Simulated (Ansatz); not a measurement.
# CH₄AlFS: how energies converge with the basis set

An exercise on one series of results from a longer session: the logs are not shown, and one member is left open.

Computed with Ansatz 0.2.0, Gaussian basis. Level: one geometry, several basis sets.

Levels to be run: PBE0-D4/def2-SVP; ωB97M-V/def2-SVP; PBE0-D4/def2-QZVPP; ωB97M-V/def2-QZVPP; the functionals' def2-TZVPP values are taken from earlier runs.

### The relaxed structure

An earlier PBE0-D4 in a triple-zeta def2 set relaxation fixed the geometry.

SMILES `FC[S][AlH2]`, 8 atoms, charge 0, spin multiplicity 1.

Atoms are counted from 1 here; the program's logs count them from 0.

Bond lengths: F1–C2 1.478 Å, C2–S3 1.779 Å, C2–H5 1.089 Å, C2–H6 1.088 Å, S3–Al4 2.270 Å, Al4–H7 1.582 Å, Al4–H8 1.580 Å. Angles: F1–C2–S3 106.4°, F1–C2–H5 103.4°, F1–C2–H6 104.5°, S3–C2–H5 114.9°, S3–C2–H6 114.1°, H5–C2–H6 112.2°, C2–S3–Al4 79.5°, S3–Al4–H7 117.3°, S3–Al4–H8 117.1°, H7–Al4–H8 122.4°.

Set-up of the first run:

Input file in.yaml:

```yaml
crystal:
  periodic: [false, false, false]
  atoms:
    - {symbol: F, position_ang: [0.832204, -0.045811, 0.714636]}
    - {symbol: C, position_ang: [0.150619, 1.196812, 0.295075]}
    - {symbol: S, position_ang: [-1.355559, 0.695675, -0.508845]}
    - {symbol: Al, position_ang: [-0.264368, -1.291441, -0.395613]}
    - {symbol: H, position_ang: [0.879909, 1.677358, -0.354612]}
    - {symbol: H, position_ang: [-0.002070, 1.748416, 1.220066]}
    - {symbol: H, position_ang: [0.730776, -1.639833, -1.575392]}
    - {symbol: H, position_ang: [-0.879411, -2.398174, 0.548887]}
basis:
  gaussian: {orbitals: def2-SVP}
hamiltonian: {xc: pbe0, dispersion: d4}
output: {orbitals: {seedname: orbitals}}
```

Run with:

```bash
$ ansatz run in.yaml --threads 2 --pin off --events-out ev --progress --plain --max-ram 4352MiB
```

Among the steps run: PBE0-D4 in def2-SVP; ωB97M-V in def2-SVP; PBE0-D4 in def2-QZVPP; ωB97M-V in def2-QZVPP.

One table of the session follows, with a row left open; its other results are not shown here.

It belongs to the step «Functionals by basis». 

```
functional       basis  HOMO (eV)
   PBE0-D4    def2-SVP      -6.93
   PBE0-D4  def2-TZVPP      -7.00
   PBE0-D4  def2-QZVPP      -7.02
   ωB97M-V    def2-SVP      -9.06
   ωB97M-V  def2-TZVPP      -9.17
   ωB97M-V  def2-QZVPP          ?
```

Estimate the missing values for ωB97M-V, def2-QZVPP.

**Answer.** HOMO (eV): -9.20. In the column «HOMO (eV)» it is the lowest.
